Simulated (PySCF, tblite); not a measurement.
# C9H19B: geometry, infrared bands and NMR shifts

Aim: predict the infrared bands and NMR shifts of C9H19B (`CC(C)(C)[C@@H]1BCCCC1`).

Computed with tblite 0.8.0 and PySCF 2.14.0, with density-fitted response routines of our own, on a single molecule in the gas phase. Atoms count from 0, in the outputs and in this text.

## 1. The molecule as given

29 atoms, charge 0, multiplicity 1; geometry from: force field or distance geometry start.

Bonds of the start (Å): C0–C1 1.55, C1–C2 1.56, C1–C3 1.55, C1–C4 1.58, C4–B5 1.61, B5–C6 1.60, C6–C7 1.53, C7–C8 1.53, C8–C9 1.55, C9–C4 1.55, C0–H10 1.12, C0–H11 1.11, C0–H12 1.11, C2–H13 1.10, C2–H14 1.12, C2–H15 1.13, C3–H16 1.11, C3–H17 1.11, C3–H18 1.12, C4–H19 1.11, B5–H20 1.17, C6–H21 1.11, C6–H22 1.10, C7–H23 1.10, C7–H24 1.11, C8–H25 1.11, C8–H26 1.11, C9–H27 1.11, C9–H28 1.11.

## 2. Geometry optimisation with GFN2-xTB

Job settings and geometry (Å):

```
{"job": {"kind": "relax", "xc": "GFN2-xTB", "basis": "xTB"}, "charge": 0, "multiplicity": 1}
C     -2.172600    -1.537700     0.177400
C     -1.535900    -0.124200     0.144500
C     -1.627500     0.481500     1.574400
C     -2.366200     0.748600    -0.825400
C     -0.035600    -0.231500    -0.335600
B      0.918100    -1.098800     0.629300
C      2.488100    -1.061500     0.321500
C      2.961400     0.367100     0.029100
C      2.103100     1.019400    -1.062900
C      0.627200     1.147600    -0.611500
H     -3.270600    -1.467800     0.402700
H     -2.069900    -2.041200    -0.804200
H     -1.739600    -2.179100     0.971200
H     -1.070900    -0.118800     2.312200
H     -1.251200     1.532200     1.595000
H     -2.700900     0.521100     1.911800
H     -2.070500     1.813500    -0.755200
H     -2.240500     0.384700    -1.863800
H     -3.447500     0.697700    -0.557900
H     -0.036000    -0.772600    -1.307500
H      0.518700    -2.123000     1.043800
H      3.039800    -1.458900     1.203600
H      2.699400    -1.710800    -0.536200
H      4.006400     0.323700    -0.315400
H      2.919000     0.978900     0.956900
H      2.491400     2.035800    -1.267300
H      2.159400     0.435200    -2.003500
H      0.590500     1.792400     0.292600
H      0.093000     1.674500    -1.432600
```

The run is started by

```bash
$ OMP_NUM_THREADS=1 python probes_run.py task.json out
```

One launch serves the whole session: the jobs run in the order shown.

**Question.** This job is followed by: GFN2-xTB harmonic vibrations, gas phase; PBE0-D3(BJ)/def2-SVP geometry optimisation, gas phase; GIAO PBE0/pcSseg-1 NMR shielding, non-relativistic, gas phase; GIAO B97-2/pcSseg-1 NMR shielding, non-relativistic, gas phase. What will the session give for the following? strongest single infrared mode (GFN2-xTB); zero-point energy (GFN2-xTB); point group; rotational constants (main isotopes); ¹³C shifts against TMS (PBE0/pcSseg-1, means over atoms taken as alike); ¹H shifts against TMS (PBE0/pcSseg-1, means over atoms taken as alike); ¹¹B shifts against BF3·OEt2 (PBE0/pcSseg-1); range of the shift of B5.

The runs gave:

| quantity | value |
| --- | --- |
| strongest single infrared mode (GFN2-xTB) | 2618 cm⁻¹, 151 km/mol |
| zero-point energy (GFN2-xTB) | 164.6 kcal/mol |
| point group | C1 |
| rotational constants (main isotopes) | 2.27, 0.86, 0.75 GHz |
| ¹³C shifts against TMS (PBE0/pcSseg-1, means over atoms taken as alike) | 53.5, 33.1, 30.7, 30.4, 29.9, 27.3, 25.2 ppm |
| ¹H shifts against TMS (PBE0/pcSseg-1, means over atoms taken as alike) | 7.86, 2.07, 1.84, 1.80, 1.71, 1.34, 1.28, 1.23, 1.01, 0.79, 0.29 ppm |
| ¹¹B shifts against BF3·OEt2 (PBE0/pcSseg-1) | 86.5 ppm |
| range of the shift of B5 | 82.1 to 86.5 ppm |

**Reading.** Over 95 steps the energy fell by 0.418 eV; of the close pairs, C2–H15 changed most, 1.126 to 1.088 Å (GFN2-xTB). All 81 modes are real, so the xTB geometry is a minimum. The strongest single mode, at 2618 cm⁻¹, moves mainly H20. Unscaled tight-binding wavenumbers are off by several per cent, some by more. Its intensities can rank the bands wrongly. The optimisation took 4 steps and gained 0.292 eV; among the close pairs (by a distance rule), C0–H12 changed most, from 1.030 to 1.098 Å (PBE0/def2-SVP). No frequency check was run at this level, so the end point may be a saddle. At PBE0/pcSseg-1: The largest span, 189 ppm, is at B5, where the paramagnetic term is -177 ppm. In ppm, B5 moves most: its shift spreads over 4.3 ppm, from 82.1 (B97-2/pcSseg-1) to 86.5 (PBE0/pcSseg-1).
